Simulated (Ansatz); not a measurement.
# F3H3O3W: one species, many methods

An exercise on one series of results from a longer session: the logs are not shown, and one member is left open.

Computed with Ansatz 0.2.0, Gaussian basis. Level: functionals in def2-TZVPP, the program's frozen cores in correlated methods.

The runs, in order: LDA (SPW92), PBE-D4, revPBE-D4, BLYP-D4, r2SCAN-D4, B97M-V, PBE0-D4, B3LYP-D4, r2SCANh-D4, r2SCAN0-D4, HSE06-D4, BHLYP-D4, CAM-B3LYP-D4, LC-ωPBE, ωB97X-V, ωB97M-V, B2PLYP, PBE-QIDH; CCSD(T)/def2-SVP; MP2/def2-TZVPP; MP2/def2-QZVPP; RPA on PBE.

### The geometry

An earlier PBE0-D4 in a triple-zeta def2 set relaxation fixed the geometry. W takes the def2 core potential; no spin-orbit term is included.

SMILES `[OH][W]([OH])([OH])([F])([F])[F]`, 10 atoms, charge 0, spin multiplicity 1.

Atoms are counted from 1 here; the program's logs count them from 0.

Bond lengths: O1–W2 1.864 Å, O1–H8 0.961 Å, W2–O3 1.864 Å, W2–O4 1.864 Å, W2–F5 1.877 Å, W2–F6 1.877 Å, W2–F7 1.877 Å, O3–H9 0.961 Å, O4–H10 0.961 Å. Angles: W2–O1–H8 125.1°, O1–W2–O3 92.7°, O1–W2–O4 92.7°, O1–W2–F5 97.8°, O1–W2–F6 169.2°, O1–W2–F7 84.4°, O3–W2–O4 92.7°, O3–W2–F5 84.5°, O3–W2–F6 97.8°, O3–W2–F7 169.2°, O4–W2–F5 169.2°, O4–W2–F6 84.4°, O4–W2–F7 97.8°, F5–W2–F6 85.6°, F5–W2–F7 85.6°, F6–W2–F7 85.6°, W2–O3–H9 125.2°, W2–O4–H10 125.1°.

Set-up of the first run:

Input file in.yaml:

```yaml
crystal:
  periodic: [false, false, false]
  atoms:
    - {symbol: O, position_ang: [-0.848698, -1.515397, -0.262557]}
    - {symbol: W, position_ang: [-0.117368, 0.173210, 0.037143]}
    - {symbol: O, position_ang: [1.140826, -0.488927, 1.243144]}
    - {symbol: O, position_ang: [1.053742, 0.018903, -1.405359]}
    - {symbol: F, position_ang: [-1.097185, 0.606459, 1.577773]}
    - {symbol: F, position_ang: [0.430711, 1.967819, 0.055050]}
    - {symbol: F, position_ang: [-1.613584, 0.789249, -0.913232]}
    - {symbol: H, position_ang: [-1.612641, -1.697005, -0.816480]}
    - {symbol: H, position_ang: [1.012332, -0.561669, 2.192698]}
    - {symbol: H, position_ang: [1.651877, 0.707369, -1.708191]}
basis:
  gaussian: {orbitals: def2-TZVPP}
hamiltonian: {xc: lda}
output: {orbitals: {seedname: orbitals}}
```

Run with:

```
$ ansatz run in.yaml --threads 4 --pin off --events-out ev --progress --plain --max-ram 11315MiB
```

Among the steps run: LDA; PBE-D4 (GGA); revPBE-D4 (GGA); BLYP-D4 (GGA); r2SCAN-D4 (meta-GGA); B97M-V (meta-GGA); PBE0-D4 (hybrid); B3LYP-D4 (hybrid); r2SCANh-D4 (hybrid); r2SCAN0-D4 (hybrid); HSE06-D4 (hybrid); BHLYP-D4 (hybrid); CAM-B3LYP-D4 (range-separated); LC-ωPBE (range-separated); ωB97X-V (range-separated); ωB97M-V (range-separated); B2PLYP (double hybrid); PBE-QIDH (double hybrid).

One of the session's tables, all rows but one given; the rest of the session is left out.

It belongs to the step «Frontier levels by functional». 

| functional | HOMO (eV) | LUMO (eV) | gap (eV) |
| --- | --- | --- | --- |
| LDA (SPW92) | ? | ? | ? |
| PBE-D4 | -8.37 | -3.63 | 4.74 |
| revPBE-D4 | -8.29 | -3.54 | 4.75 |
| BLYP-D4 | -8.29 | -3.58 | 4.71 |
| r2SCAN-D4 | -8.82 | -3.65 | 5.16 |
| B97M-V | -8.92 | -3.64 | 5.28 |
| PBE0-D4 | -10.17 | -3.02 | 7.15 |
| B3LYP-D4 | -9.90 | -3.26 | 6.64 |
| r2SCANh-D4 | -9.48 | -3.41 | 6.07 |
| r2SCAN0-D4 | -10.49 | -3.02 | 7.47 |
| HSE06-D4 | -9.76 | -3.40 | 6.36 |
| BHLYP-D4 | -11.91 | -2.25 | 9.65 |
| CAM-B3LYP-D4 | -11.67 | -1.97 | 9.70 |
| LC-ωPBE | -12.98 | -0.73 | 12.25 |
| ωB97X-V | -12.65 | -0.83 | 11.82 |
| ωB97M-V | -12.59 | -0.86 | 11.73 |

Estimate the missing values for LDA (SPW92).

As computed: HOMO (eV): -8.60; LUMO (eV): -3.87; gap (eV): 4.73. In the column «HOMO (eV)» it lies between r2SCAN-D4 (-8.82) and PBE-D4 (-8.37).
